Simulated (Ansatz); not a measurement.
# F₂H₂Se₂Ti: basis-set convergence

Aim: see how fast density functionals converge with the basis set for F₂H₂Se₂Ti.

The runs use Ansatz 0.2.0, Gaussian basis; one geometry, several basis sets.

The runs, in order: PBE0-D4/def2-SVP; ωB97M-V/def2-SVP; PBE0-D4/def2-QZVPP; ωB97M-V/def2-QZVPP; the functionals' def2-TZVPP values are taken from earlier runs.

**1. The geometry**

The geometry comes from an earlier relaxation with PBE0-D4 in a triple-zeta def2 set; it is a stationary point, not always the lowest conformer.

SMILES `[F][Ti]([F])([SeH])[SeH]`, 7 atoms, charge 0, spin multiplicity 1.

Atoms are counted from 1 here; the program's logs count them from 0.

Bond lengths: F1–Ti2 1.741 Å, Ti2–F3 1.741 Å, Ti2–Se4 2.411 Å, Ti2–Se5 2.411 Å, Se4–H6 1.473 Å, Se5–H7 1.473 Å. Angles: F1–Ti2–F3 117.0°, F1–Ti2–Se4 111.2°, F1–Ti2–Se5 104.0°, F3–Ti2–Se4 104.0°, F3–Ti2–Se5 111.2°, Se4–Ti2–Se5 109.5°, Ti2–Se4–H6 89.4°, Ti2–Se5–H7 89.4°.

Coordinates:

```
F    -0.1874   -2.1634   -0.2276
Ti    0.2931   -0.5637    0.2630
F     1.5359   -0.4502    1.4768
Se   -1.5596    0.6522    1.2122
Se    0.9805    0.4929   -1.7921
H    -2.3809    0.2780    0.0484
H     1.3797    1.6862   -1.0265
```

**2. PBE0-D4 in def2-SVP**

in.yaml

```yaml
crystal:
  periodic: [false, false, false]
  atoms:
    - {symbol: F, position_ang: [-0.187407, -2.163445, -0.227601]}
    - {symbol: Ti, position_ang: [0.293084, -0.563705, 0.262978]}
    - {symbol: F, position_ang: [1.535892, -0.450230, 1.476772]}
    - {symbol: Se, position_ang: [-1.559613, 0.652231, 1.212244]}
    - {symbol: Se, position_ang: [0.980472, 0.492946, -1.792054]}
    - {symbol: H, position_ang: [-2.380944, 0.278049, 0.048358]}
    - {symbol: H, position_ang: [1.379718, 1.686153, -1.026496]}
basis:
  gaussian: {orbitals: def2-SVP}
hamiltonian: {xc: pbe0, dispersion: d4}
output: {orbitals: {seedname: orbitals}}
```

Run with:

```console
$ ansatz run in.yaml --threads 4 --pin off --events-out ev --progress --plain --max-ram 11315MiB
```

After this run come: ωB97M-V in def2-SVP; PBE0-D4 in def2-QZVPP; ωB97M-V in def2-QZVPP.

Q: Predict the results of all the runs planned. Wanted: PBE0-D4: double and triple zeta above quadruple; ωB97M-V: double and triple zeta above quadruple.

The runs gave:

```
                                       quantity           value
PBE0-D4: double and triple zeta above quadruple  29.45, 3.47 eV
ωB97M-V: double and triple zeta above quadruple  29.38, 3.33 eV
```

In words: PBE0-D4 gains 25.98 eV from double to triple zeta, then 3.47 eV more. Total energies overstate the basis error of differences, where much of it tends to cancel.
